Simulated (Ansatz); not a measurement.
# SnNH₅ (SMILES [NH2][SnH3]): a rigid scan of the dihedral angle H3–N1–Sn2–H5

How does the energy rise as the dihedral angle H3–N1–Sn2–H5 leaves its equilibrium value, and do density functionals follow CCSD(T)? No other atom is relaxed.

Program: Ansatz 0.2.0, Gaussian basis. Level of theory: single points in def2-TZVPP. These are calculated values, not measurements.

Levels: PBE-D4, r2SCAN-D4, PBE0-D4, B3LYP-D4, wB97M-V, Hartree-Fock, MP2, CCSD, CCSD(T). The scan takes 72.3, 89.5, 106.6, 123.7, 140.9, 158.0, 175.2°.

Cores are frozen in the correlated methods. Filled d shells of the heavier atoms are correlated. Core potentials replace the inner electrons past krypton, and spin-orbit coupling is left out. B3LYP uses VWN-RPA correlation.

36 further runs of the same task are left out: 36 set aside as unsound or not needed.

## (1) The system as given

SMILES `[NH2][SnH3]`, 7 atoms, charge 0, spin multiplicity 1.

Atoms are counted from 1 here; the program's logs count them from 0.

Bond lengths: N1–Sn2 2.086 Å, N1–H3 0.986 Å, N1–H4 1.023 Å, Sn2–H5 1.765 Å, Sn2–H6 1.760 Å, Sn2–H7 1.782 Å. Angles: Sn2–N1–H3 107.4°, Sn2–N1–H4 104.1°, H3–N1–H4 111.7°, N1–Sn2–H5 109.8°, N1–Sn2–H6 111.1°, N1–Sn2–H7 107.8°, H5–Sn2–H6 109.7°, H5–Sn2–H7 109.2°, H6–Sn2–H7 109.3°.

Coordinates:

```
atom    x (Å)    y (Å)    z (Å)
  N1  -0.5203  -1.2738   0.1235
 Sn2   0.0700   0.7096  -0.1412
  H3   0.0241  -1.8277  -0.4843
  H4  -0.3087  -1.4682   1.1049
  H5  -0.1205   1.1707  -1.8342
  H6  -0.8731   1.7918   0.8771
  H7   1.7898   0.8296   0.3085
```

## (2) A first relaxation in a small basis

Input file pre/in.yaml:

```yaml
crystal:
  periodic: [false, false, false]
  atoms:
    - {symbol: N, position_ang: [-0.520300, -1.273800, 0.123500]}
    - {symbol: Sn, position_ang: [0.070000, 0.709600, -0.141200]}
    - {symbol: H, position_ang: [0.024100, -1.827700, -0.484300]}
    - {symbol: H, position_ang: [-0.308700, -1.468200, 1.104900]}
    - {symbol: H, position_ang: [-0.120500, 1.170700, -1.834200]}
    - {symbol: H, position_ang: [-0.873100, 1.791800, 0.877100]}
    - {symbol: H, position_ang: [1.789800, 0.829600, 0.308500]}
basis:
  gaussian: {orbitals: def2-SVP}
hamiltonian: {xc: pbe, dispersion: d4}
relax: {f_tol: 0.03, max_steps: 250}
```

No record of the launch command was kept for these runs.

The runs that follow: Finding the minimum; Reference energies at the minimum; H3–N1–Sn2–H5 = 72.3°; H3–N1–Sn2–H5 = 89.5°; H3–N1–Sn2–H5 = 106.6°; H3–N1–Sn2–H5 = 123.7°; H3–N1–Sn2–H5 = 140.9°; H3–N1–Sn2–H5 = 158.0°; H3–N1–Sn2–H5 = 175.2°.

Q: Predict the outcome of this session. Wanted: highest point, CCSD(T); lowest point, CCSD(T); RMS deviation from CCSD(T); largest T1 diagnostic.

The runs gave:

```
                  quantity                                                                                                            value
    highest point, CCSD(T)                                                                                          1.2 kcal/mol at 158.0 °
     lowest point, CCSD(T)                                                                                           0.0 kcal/mol at 59.4 °
RMS deviation from CCSD(T)  PBE-D4 0.0, r2SCAN-D4 0.0, PBE0-D4 0.1, B3LYP-D4 0.0, wB97M-V 0.1, Hartree-Fock 0.1, MP2 0.0, CCSD 0.0 kcal/mol
     largest T1 diagnostic                                                                                                            0.013
```

What this shows: Over the points sampled the torsion costs at most 1.2 kcal/mol, a hindered rotation that is fast at room temperature. A rigid scan overstates barriers, since nothing else may give way. The curve of MP2 lies nearest to CCSD(T), that of Hartree-Fock farthest.
